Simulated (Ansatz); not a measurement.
# BrCl: rigid scan of one bond length from a Python script

All numbers are computed with the Python package of Ansatz 0.2.0. Level of theory: B3LYP/def2-SVP.

## 1. The system

Bond lengths: Br1–Cl2 2.085 Å.

The script holds or builds the structure itself.

## 2. Script

The input, brcl.py:

```python
import ansatz as az
from ase.data import atomic_masses, atomic_numbers
import matplotlib.pyplot as plt
import numpy as np

molecule = (
    az.Crystal.molecule()
    .atom("Br", (0.0, 0.0, 0.0))
    .atom("Cl", (0.0, 0.0, 2.085))
)

symbols = [site.symbol for site in molecule.cartesian_sites]
start = np.array([site.position_ang for site in molecule.cartesian_sites])
axis = (start[1] - start[0]) / np.linalg.norm(start[1] - start[0])
moving = [1]
lengths, energies = [1.835, 1.918, 2.002, 2.085, 2.168, 2.252, 2.335, 2.46], []
for length in lengths:
    xyz = start.copy()
    xyz[moving] += (length - np.linalg.norm(start[1] - start[0])) * axis
    point = az.Crystal.molecule()
    for symbol, xyz in zip(symbols, xyz):
        point = point.atom(symbol, xyz.tolist())
    base = (
        point.calculation()
        .basis(gaussian="def2-SVP")
        .functional("b3lyp")
    )
    rep = base.run().report
    energies.append(rep["free_energy_ev"])
    print(f"r = {length:6.3f} A  E = {energies[-1]:.5f} eV  <S^2> = {abs(rep['mean_field']['state']['spin_squared']):.3f}")

fit = np.polynomial.Polynomial.fit(lengths, np.array(energies) - min(energies), 4).convert()
roots = [r.real for r in fit.deriv().roots() if abs(r.imag) < 1e-9 and fit.deriv(2)(r.real) > 0]
r_e = min(roots, key=lambda r: abs(r - lengths[int(np.argmin(energies))]))
print(f"minimum of the fit at {r_e:.4f} A, force constant {fit.deriv(2)(r_e):.2f} eV/A^2")
m1, m2 = (atomic_masses[atomic_numbers[s]] for s in symbols)
mu = m1 * m2 / (m1 + m2)
print(f"harmonic wavenumber {521.4709 * np.sqrt(fit.deriv(2)(r_e) / mu):.0f} 1/cm, rotational constant {16.857629 / (mu * r_e ** 2):.4f} 1/cm")
plt.figure(figsize=(4.5, 3))
plt.plot(lengths, np.array(energies) - min(energies), "o-")
plt.xlabel("bond length (A)")
plt.ylabel("E - E(min) (eV)")
plt.tight_layout()
plt.savefig("scan.png", dpi=100)
```

## 3. Running it

On the command line:

```
> python brcl.py
```

Q: Estimate wall time and peak memory on 1 thread of Arm Neoverse V2, shared host.

About 7.1 s, with a peak of 0.2 GiB.
